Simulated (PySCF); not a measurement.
# [Ta(OH)4]+: structure and properties, part 2 of 2

Task: relax [Ta(OH)4]+, compute its harmonic modes and analyse its electrons. The species was built from a template and needn't be a known compound.

PySCF 2.14.0; PBE, Ta def2-SVP with ECP60, O def2-SVP, H def2-SVP; scalar-relativistic core potentials, no spin–orbit coupling. The steps go on from the part before.

## (7) The relaxed geometry turned into its symmetry frame

Input file run.py (the lines that set the calculation):

```python
mol = gto.M(atom='''
Ta     0.00000     0.00000    -0.14043
O      1.82532    -0.17892     0.34541
H      2.50585     0.33648     0.82146
O      0.17892     1.82532     0.34541
H     -0.33648     2.50585     0.82146
O     -1.82532     0.17892     0.34541
H     -2.50585    -0.33648     0.82146
O     -0.17892    -1.82532     0.34541
H      0.33648    -2.50585     0.82146''',
    basis={'Ta': 'def2-SVP', 'O': 'def2-SVP', 'H': 'def2-SVP'},
    ecp={'Ta': 'def2-SVP'},
    charge=1, spin=0)
mf = dft.RKS(mol, xc='PBE')
mf.grids.atom_grid = (50, 194)
mf = mf.density_fit()  # fitting sets: Ta def2-universal-JKFIT, O def2-universal-JKFIT, H def2-universal-JKFIT
mf.conv_tol = 1e-08; mf.max_cycle = 55
mf.kernel(dm0)  # dm0: free metal ions and neutral atoms
```

Run with:

```bash
$ OMP_NUM_THREADS=2 python run.py
```

The log of the run:

```text
init E= -359.675595510475
  HOMO = -0.642478152906031  LUMO = -0.417142766971015  gap/eV = 6.13169
cycle= 1 E= -359.039502720407  delta_E= 0.636  |g|= 1.83  |ddm|= 3.44
  HOMO = -0.240994375771422  LUMO = -0.222846602536438  gap/eV = 0.49383
cycle= 2 E= -350.167331226304  delta_E= 8.87  |g|= 5.97  |ddm|= 5.85
  HOMO = -0.410088560118775  LUMO = -0.246290965378893  gap/eV = 4.45716
cycle= 3 E= -359.466289346214  delta_E= -9.3  |g|= 0.878  |ddm|= 5.46
  HOMO = -0.47389581144873  LUMO = -0.402617957097679  gap/eV = 1.93957
cycle= 4 E= -359.662976925393  delta_E= -0.197  |g|= 0.38  |ddm|= 1.36
  HOMO = -0.446982830229129  LUMO = -0.369696369112326  gap/eV = 2.10307
cycle= 5 E= -359.699369758446  delta_E= -0.0364  |g|= 0.0698  |ddm|= 0.329
  HOMO = -0.4490361685027  LUMO = -0.368575268616844  gap/eV = 2.18945
cycle= 6 E= -359.700277491151  delta_E= -0.000908  |g|= 0.0295  |ddm|= 0.0477
  HOMO = -0.449671616427303  LUMO = -0.367305882670216  gap/eV = 2.24129
cycle= 7 E= -359.700479748945  delta_E= -0.000202  |g|= 0.000617  |ddm|= 0.0238
  HOMO = -0.449550529667647  LUMO = -0.367260702316589  gap/eV = 2.23922
cycle= 8 E= -359.700479838639  delta_E= -8.97e-08  |g|= 0.000229  |ddm|= 0.00104
  HOMO = -0.449558723382816  LUMO = -0.367255645807564  gap/eV = 2.23958
cycle= 9 E= -359.700479849916  delta_E= -1.13e-08  |g|= 3.13e-05  |ddm|= 0.000166
  HOMO = -0.449559845739217  LUMO = -0.367254004181227  gap/eV = 2.23966
cycle= 10 E= -359.70047985016  delta_E= -2.44e-10  |g|= 1.63e-06  |ddm|= 3.25e-05
  HOMO = -0.449559883347273  LUMO = -0.367254441306144  gap/eV = 2.23965
Extra cycle  E= -359.700479850153  delta_E= 6.59e-12  |g|= 4.74e-06  |ddm|= 5.39e-06
converged SCF energy = -359.700479850153
```

Run time: 2.8 s. Hardware: 2 threads of Arm Neoverse V2, shared host.

Result: E = -359.700480 Eh, HOMO -12.23 eV, LUMO -9.99 eV, Mulliken charge on Ta1 +1.21 e. 

## (8) Frequencies and infrared intensities

Edit run.py (the lines that set the calculation) of step 7 so:

```diff
@@ -16,3 +16,4 @@
 mf = mf.density_fit()  # fitting sets: Ta def2-universal-JKFIT, O def2-universal-JKFIT, H def2-universal-JKFIT
-mf.conv_tol = 1e-08; mf.max_cycle = 55
-mf.kernel(dm0)  # dm0: free metal ions and neutral atoms
+mf.conv_tol = 1e-10; mf.max_cycle = 55
+mf.kernel(dm0)  # dm0: the density of the relaxed state
+# Hessian and dipole derivatives by central differences of gradients, 0.02 bohr
```

Run with:

```bash
$ OMP_NUM_THREADS=2 python run.py
```

The driver keeps no SCF log for this step, only its results.

Wall time 60 s (2 threads of Arm Neoverse V2, shared host).

Point group C4; negative numbers are unstable modes, and those under 60 cm⁻¹ are near the numerical noise:

| cm⁻¹ | km/mol | symmetry |
| --- | --- | --- |
| -227 | 0.0 | b |
| -102 | 167.9 | e |
| -102 | 167.9 | e |
| 150 | 2.1 | a |
| 270 | 0.0 | b |
| 354 | 0.0 | b |
| 356 | 73.0 | e |
| 356 | 73.0 | e |
| 419 | 203.5 | a |
| 559 | 0.0 | b |
| 595 | 265.4 | a |
| 621 | 275.0 | e |
| 621 | 275.0 | e |
| 704 | 0.0 | b |
| 712 | 84.3 | e |
| 712 | 84.3 | e |
| 766 | 6.4 | a |
| 3724 | 0.0 | b |
| 3724 | 672.1 | e |
| 3724 | 672.1 | e |
| 3737 | 192.5 | a |

## (9) Charges, bond orders and levels

Input file run.py (the lines that set the calculation):

```python
mol = gto.M(atom='''
Ta     0.00000     0.00000    -0.23445
O      1.82532    -0.17892     0.25139
H      2.50585     0.33648     0.72744
O      0.17892     1.82532     0.25139
H     -0.33648     2.50585     0.72744
O     -1.82532     0.17892     0.25139
H     -2.50585    -0.33648     0.72744
O     -0.17892    -1.82532     0.25139
H      0.33648    -2.50585     0.72744''',
    basis={'Ta': 'def2-SVP', 'O': 'def2-SVP', 'H': 'def2-SVP'},
    ecp={'Ta': 'def2-SVP'},
    charge=1, spin=0)
mf = dft.RKS(mol, xc='PBE')
mf.grids.atom_grid = (75, 302)
mf = mf.density_fit()  # fitting sets: Ta def2-universal-JKFIT, O def2-universal-JKFIT, H def2-universal-JKFIT
mf.conv_tol = 1e-09; mf.max_cycle = 55
mf.kernel(dm0)  # dm0: the density of the relaxed state
```

Run with:

```bash
$ OMP_NUM_THREADS=2 python run.py
```

The log of the run:

```text
init E= -359.700443555711
  HOMO = -0.449533712263641  LUMO = -0.367258793993706  gap/eV = 2.23881
cycle= 1 E= -359.700443621242  delta_E= -6.55e-08  |g|= 0.000481  |ddm|= 0.0016
  HOMO = -0.449540317626655  LUMO = -0.367242116694872  gap/eV = 2.23945
cycle= 2 E= -359.700443160905  delta_E= 4.6e-07  |g|= 0.00154  |ddm|= 0.00156
  HOMO = -0.449532968264239  LUMO = -0.367255667213513  gap/eV = 2.23888
cycle= 3 E= -359.700443669749  delta_E= -5.09e-07  |g|= 7.62e-05  |ddm|= 0.0012
  HOMO = -0.449534732150116  LUMO = -0.36725438705022  gap/eV = 2.23896
cycle= 4 E= -359.70044367037  delta_E= -6.21e-10  |g|= 5.33e-05  |ddm|= 9.43e-05
  HOMO = -0.449534709324189  LUMO = -0.367255236223542  gap/eV = 2.23894
cycle= 5 E= -359.700443670986  delta_E= -6.16e-10  |g|= 2.59e-06  |ddm|= 4.13e-05
  HOMO = -0.449534383034061  LUMO = -0.367255078091283  gap/eV = 2.23893
Extra cycle  E= -359.700443670985  delta_E= 1.25e-12  |g|= 4.57e-06  |ddm|= 5.19e-06
converged SCF energy = -359.700443670985
```

Wall time 15 s (2 threads of Arm Neoverse V2, shared host).

Result: E = -359.700444 Eh, HOMO -12.23 eV, LUMO -9.99 eV, Mulliken charge on Ta1 +1.21 e, largest force component 0.004 eV/Å. 

Löwdin charges:

```csv
atom,value (e)
Ta1,0.49
O2,-0.02
H3,0.15
O4,-0.02
H5,0.15
O6,-0.02
H7,0.15
O8,-0.02
H9,0.15
```

Mulliken charges: Ta1 +1.21, O2 -0.32, H3 +0.26, O4 -0.32, H5 +0.26, O6 -0.32, H7 +0.26, O8 -0.32, H9 +0.26 e.

Contacts (the nearest donor of each ligand) and Mayer bond orders:

```
    contact  distance (Å)  bond order
Ta1–O2 (OH)         1.897        1.37
Ta1–O4 (OH)         1.897        1.37
Ta1–O6 (OH)         1.897        1.37
Ta1–O8 (OH)         1.897        1.37
```

Mulliken populations of Ta1 outside the core potential: s 2.31, p 6.34, d 2.92, f 0.22.

Orbitals, density, ELF and potential are computed afterwards from the orbital file.

Frontier orbitals at PBE, with the share of their density that lies nearest to each atom:

| orbital | energy (eV) | lies on |
| --- | --- | --- |
| HOMO | -12.23 | 4 O atoms about 22 % each |
| LUMO | -9.99 | Ta1 80 % |

ELF in a plane through or near 4 of the atoms.

Ten even steps from '0' (0.00) to '9' (0.88):
```
0000000000000000000000000000
0000000000000000000000000000
0000000000000000000000000000
0000000000122100000000000000
0000000001688644430000000000
0000000001689999850000000000
0000000000268579830000000000
0000001331149988300244200000
0000024898412322247898610000
0000014986846997586686300000
0000036876946997483694200000
0000168987412342138984200000
0000024420038888301342000000
0000000000379388620000000000
0000000000579889860000000000
0000000000244468860000000000
0000000000000012210000000000
0000000000000000000000000000
0000000000000000000000000000
0000000000000000000000000000
```
The map spans 10.1 Å across and 10.1 Å up, centred on the molecule. Atoms in the plane (x, y in Å): O2 (-1.8, 0.0), O4 (0.0, -1.8), O6 (1.8, 0.0), O8 (0.0, 1.8).

log10 of the density (e/Å³) in the same plane.

Ten even steps from '0' (-4.0) to '9' (1.6):
```
0000000000000000000000000000
0000000000000000000000000000
0000000000011111000000000000
0000000001334433220000000000
0000000013456665442100000000
0000000123567777543110000000
0000012234568998654332200000
0000123444567887655544321000
0001244666666776667765432000
0002345799777887779876532000
0002356799777887778876431000
0002345677666776666665421000
0000234455567887654443210000
0000022334567898654322100000
0000000123457777653210000000
0000000012445566543100000000
0000000001223344331000000000
0000000000001111100000000000
0000000000000000000000000000
0000000000000000000000000000
```
The map spans 10.1 Å across and 10.1 Å up, centred on the molecule. Atoms in the plane (x, y in Å): O2 (-1.8, 0.0), O4 (0.0, -1.8), O6 (1.8, 0.0), O8 (0.0, 1.8).

On the surface of density 0.002 e/bohr³ the electrostatic potential runs, from the 1st to the 99th percentile, from 3.25 V near O8 to 11.87 V near Ta1.

## (10) What came out

What follows sums up all 2 parts.

| quantity | value |
| --- | --- |
| state and point group | singlet, C4 |
| first geometry: modes | -300 to 3808 cm⁻¹, 4 unstable |
| first geometry: strongest infrared band (modes within 1.5 cm⁻¹ summed) | 3792 cm⁻¹ (1834 km/mol) |
| modes | -227 to 3737 cm⁻¹, 3 unstable |
| strongest infrared band (modes within 1.5 cm⁻¹ summed) | 3724 cm⁻¹ (1344 km/mol) |
| metal–ligand contacts | 1.90 Å |
| frontier levels | HOMO -12.23 eV, LUMO -9.99 eV |
| dipole about the centre of mass | 0.60 D |
| mean polarisability | 7.4 Å³ |

**Reading.** At the first geometry 4 modes are unstable, so this structure is a saddle point; the molecule was then pushed along the lowest one and relaxed again. At the final geometry 3 modes are unstable, so this structure is a saddle point. The metal carries +0.49 e by Löwdin's partition against a formal +5, and bond orders to the nearest donors reach 1.37. Both measures hang on the basis. Leaving the first, C4v structure gained 0.10 eV and gave C4. One start shape was tried, so another isomer may lie lower. These are double-zeta-type bases without diffuse functions. Spin–orbit coupling is left out.
